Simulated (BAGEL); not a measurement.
# One shape, several levels: CH3BFN (SMILES [H]/N=C(\B)F)

We compute a comparison of 4 runs (B3LYP/6-31G*, B3LYP/def2-SVPD, PBE0/def2-SVPD, RI-MP2/def2-SVPD) of CH3BFN. 

Program for the calculation: BAGEL 1.2.2.

## (1) Starting point

CH3BFN: 7 atoms, total charge 0, spin state singlet. SMILES: `[H]/N=C(\B)F`. Geometry: relaxed at PBE0-D4/def2-TZVP.

Bond lengths: B1–C2 1.561 Å, C2–N3 1.256 Å, C2–F4 1.341 Å, B1–H5 1.191 Å, B1–H6 1.192 Å, N3–H7 1.018 Å. Angles: B1–C2–N3 126.3°, B1–C2–F4 116.4°, N3–C2–F4 117.0°, C2–B1–H5 119.8°, C2–B1–H6 118.6°, C2–N3–H7 110.2°, H5–B1–H6 121.5°.

## (2) A single-point energy at B3LYP/6-31G(d) (density fitting with qzvpp-jkfit, spherical functions) (run 1)

dft.json

```json
{ "bagel": [

{
  "title": "molecule",
  "basis": "6-31gs.json",
  "df_basis": "qzvpp-jkfit",
  "angstrom": "true",
  "geometry": [
    { "atom": "B", "xyz": [   -0.350500,    0.865300,   -0.251700 ] },
    { "atom": "C", "xyz": [    0.571400,   -0.355700,    0.056300 ] },
    { "atom": "N", "xyz": [    0.197700,   -1.487600,    0.452000 ] },
    { "atom": "F", "xyz": [    1.864300,   -0.223700,   -0.274300 ] },
    { "atom": "H", "xyz": [   -0.170600,    1.508700,   -1.237600 ] },
    { "atom": "H", "xyz": [   -1.272000,    1.080800,    0.473100 ] },
    { "atom": "H", "xyz": [   -0.779100,   -1.455800,    0.736500 ] }
  ]
},
{ "title": "ks", "xc_func": "b3lyp" },
{ "title": "print", "file": "orbitals.molden", "orbitals": "true" }

]}
```

The basis set 6-31G* is read from a file made from the Basis Set Exchange's data (not shown).

On the command line:

```console
$ BAGEL_NUM_THREADS=1 BAGEL dft.json > dft.out
```

Log:

```text
* using 1 threads per process

  ===============================================================
  ===============================================================

  *** Geometry ***

[... 20 lines left out ...]
    * Removing 12208 points whose weight is below 1.00e-10
[... 2 lines left out ...]
  === Nuclear Repulsion ===
   102.2383708362

       - DIIS with orbital gradients will be used.

  === KS iteration (b3lyp / 6-31gs.json) ===
      0       -191.49110840          0.16384703           0.20
      1       -152.98767868          0.17551346           0.19
      2       -165.36890025          0.19994601           0.19
[... 20 lines of this table left out ...]
     23       -219.30271095          0.00000001           0.19
    * SCF iteration converged.

    * Permanent dipole moment:
           (    0.785177,    -0.540950,    -0.079975) a.u.

    * METHOD: KS                                   4.97

    * METHOD: PRINT                                0.01

  ===============================================================
```

It took 5.4 s on 1 thread of Arm Neoverse V1, shared host; peak memory 0.28 GiB.

## (3) The energy at B3LYP/def2-SVPD (density fitting with qzvpp-jkfit) (run 2)

input.json

```json
{ "bagel" : [

{
  "title" : "molecule",
  "basis" : "def2-svpd.json",
  "df_basis" : "qzvpp-jkfit",
  "angstrom" : true,
  "geometry" : [
    { "atom" : "B", "xyz" : [      -0.350500,       0.865300,      -0.251700 ] },
    { "atom" : "C", "xyz" : [       0.571400,      -0.355700,       0.056300 ] },
    { "atom" : "N", "xyz" : [       0.197700,      -1.487600,       0.452000 ] },
    { "atom" : "F", "xyz" : [       1.864300,      -0.223700,      -0.274300 ] },
    { "atom" : "H", "xyz" : [      -0.170600,       1.508700,      -1.237600 ] },
    { "atom" : "H", "xyz" : [      -1.272000,       1.080800,       0.473100 ] },
    { "atom" : "H", "xyz" : [      -0.779100,      -1.455800,       0.736500 ] }
  ]
},

{
  "title" : "ks",
  "xc_func" : "b3lyp",
  "charge" : 0
},

{
  "title" : "print",
  "file" : "orbitals.molden",
  "orbitals" : true
}

]}
```

The basis set def2-SVPD is read from a file made from the Basis Set Exchange's data (not shown).

On the command line:

```console
$ BAGEL_NUM_THREADS=1 BAGEL input.json > input.out
```

Log:

```text
* using 1 threads per process

  ===============================================================
  ===============================================================

  *** Geometry ***

[... 20 lines left out ...]
    * Removing 12208 points whose weight is below 1.00e-10
[... 2 lines left out ...]
  === Nuclear Repulsion ===
   102.2383708362

       - DIIS with orbital gradients will be used.

  === KS iteration (b3lyp / def2-svpd.json) ===
      0       -189.66614973          0.11677389           0.33
      1       -150.94564579          0.18211843           0.33
      2       -164.59783299          0.14686228           0.33
[... 18 lines of this table left out ...]
     21       -219.16354516          0.00000001           0.33
    * SCF iteration converged.

    * Permanent dipole moment:
           (    0.862307,    -0.570137,    -0.084985) a.u.

    * METHOD: KS                                   7.81

    * METHOD: PRINT                                0.03

  ===============================================================
```

Run time: 8.1 s. Hardware: 1 thread of Arm Neoverse V1, shared host; peak memory 0.45 GiB.

## (4) The energy at PBE0/def2-SVPD (density fitting with qzvpp-jkfit) (run 3)

Changes to input.json since step 3:

```diff
@@ -6,3 +6,3 @@
   "df_basis" : "qzvpp-jkfit",
-  "angstrom" : true,
+  "angstrom" : "true",
   "geometry" : [
@@ -18,13 +18,5 @@
 
-{
-  "title" : "ks",
-  "xc_func" : "b3lyp",
-  "charge" : 0
-},
+{ "title" : "ks", "xc_func" : "pbe0" },
 
-{
-  "title" : "print",
-  "file" : "orbitals.molden",
-  "orbitals" : true
-}
+{ "title" : "print", "file" : "orbitals.molden", "orbitals" : "true" }
```

The basis set def2-SVPD is read from a file made from the Basis Set Exchange's data (not shown).

On the command line:

```console
$ BAGEL_NUM_THREADS=1 BAGEL input.json > input.out
```

Log:

```text
* using 1 threads per process

  ===============================================================
  ===============================================================

  *** Geometry ***

[... 20 lines left out ...]
    * Removing 12208 points whose weight is below 1.00e-10
[... 2 lines left out ...]
  === Nuclear Repulsion ===
   102.2383708362

       - DIIS with orbital gradients will be used.

  === KS iteration (pbe0 / def2-svpd.json) ===
      0       -189.43077623          0.11647694           0.31
      1       -149.39346233          0.17228414           0.32
      2       -165.06646689          0.14493125           0.32
[... 18 lines of this table left out ...]
     21       -218.91224268          0.00000000           0.32
    * SCF iteration converged.

    * Permanent dipole moment:
           (    0.861963,    -0.570937,    -0.083673) a.u.

    * METHOD: KS                                   7.61

    * METHOD: PRINT                                0.03

  ===============================================================
```

It took 8.1 s on 1 thread of Arm Neoverse V1, shared host; peak memory 0.45 GiB.

## (5) The energy at RI-MP2/def2-SVPD (density fitting with qzvpp-jkfit) (run 4)

mp2.json

```json
{ "bagel" : [

{
  "title" : "molecule",
  "basis" : "def2-svpd.json",
  "df_basis" : "qzvpp-jkfit",
  "angstrom" : "true",
  "geometry" : [
    { "atom" : "B", "xyz" : [      -0.350500,       0.865300,      -0.251700 ] },
    { "atom" : "C", "xyz" : [       0.571400,      -0.355700,       0.056300 ] },
    { "atom" : "N", "xyz" : [       0.197700,      -1.487600,       0.452000 ] },
    { "atom" : "F", "xyz" : [       1.864300,      -0.223700,      -0.274300 ] },
    { "atom" : "H", "xyz" : [      -0.170600,       1.508700,      -1.237600 ] },
    { "atom" : "H", "xyz" : [      -1.272000,       1.080800,       0.473100 ] },
    { "atom" : "H", "xyz" : [      -0.779100,      -1.455800,       0.736500 ] }
  ]
},

{
  "title" : "hf"
},

{
  "title" : "mp2",
  "ncore" : 4
}

]}
```

The basis set def2-SVPD is read from a file made from the Basis Set Exchange's data (not shown).

On the command line:

```console
$ BAGEL_NUM_THREADS=1 BAGEL mp2.json > mp2.out
```

Log:

```text
* using 1 threads per process

  ===============================================================
  ===============================================================

  *** Geometry ***

[... 31 lines left out ...]
    * SCF iteration converged.
[... 1 line left out ...]
    * Permanent dipole moment:
[... 2 lines left out ...]
    * METHOD: HF                                   0.86

  *** RHF ***

  === Nuclear Repulsion ===
   102.2383708362

      * DIIS with orbital gradients will be used.

  === RHF iteration (def2-svpd.json) ===
      0       -217.98577893          0.00000000           0.04
    * SCF iteration converged.

    * Permanent dipole moment:
           (    0.980502,    -0.714260,    -0.063355) a.u.

  === DF-MP2 calculation ===

    * freezing 4 orbitals
    * 3-index integral transformation done
    * assembly done

      MP2 correlation energy:   -0.5786527148      0.04

      MP2 total energy:       -218.5644316404

    * METHOD: MP2                                  0.14

  ===============================================================
```

Wall time 1.3 s (1 thread of Arm Neoverse V1, shared host); peak memory 0.11 GiB.

## (6) Overview of the runs

```
run                                                                 level  frozen core orbitals  energy (Eh)  dipole moment (D)  HOMO energy (eV)  LUMO energy (eV)  wall time
  1  B3LYP/6-31G* (density fitting with qzvpp-jkfit, spherical functions)                     –  -219.302711               2.43             -7.95             -2.76      5.4 s
  2                    B3LYP/def2-SVPD (density fitting with qzvpp-jkfit)                     –  -219.163545               2.64             -8.42             -3.19      8.1 s
  3                     PBE0/def2-SVPD (density fitting with qzvpp-jkfit)                     –  -218.912243               2.64             -8.65             -2.96      8.1 s
  4                   RI-MP2/def2-SVPD (density fitting with qzvpp-jkfit)                     4  -218.564432                  –                 –                 –      1.3 s
```

## (7) What came out

| quantity | value |
| --- | --- |
| run 4: total energy | -218.56443 Eh |
| run 4: correlation energy (4 core orbitals frozen) | -578.7 mEh |

What this shows: Over runs 1, 2, 3 the dipole moment (its size) runs from 2.43 D (B3LYP/6-31G*) to 2.64 D (PBE0/def2-SVPD). The two ends differ in method and basis. Over runs 1, 2, 3 the HOMO–LUMO gap runs from 5.19 eV (B3LYP/6-31G*) to 5.69 eV (PBE0/def2-SVPD). Totals of different functionals can't be ranked against each other. All runs together took 23 s, the longest 8.1 s.
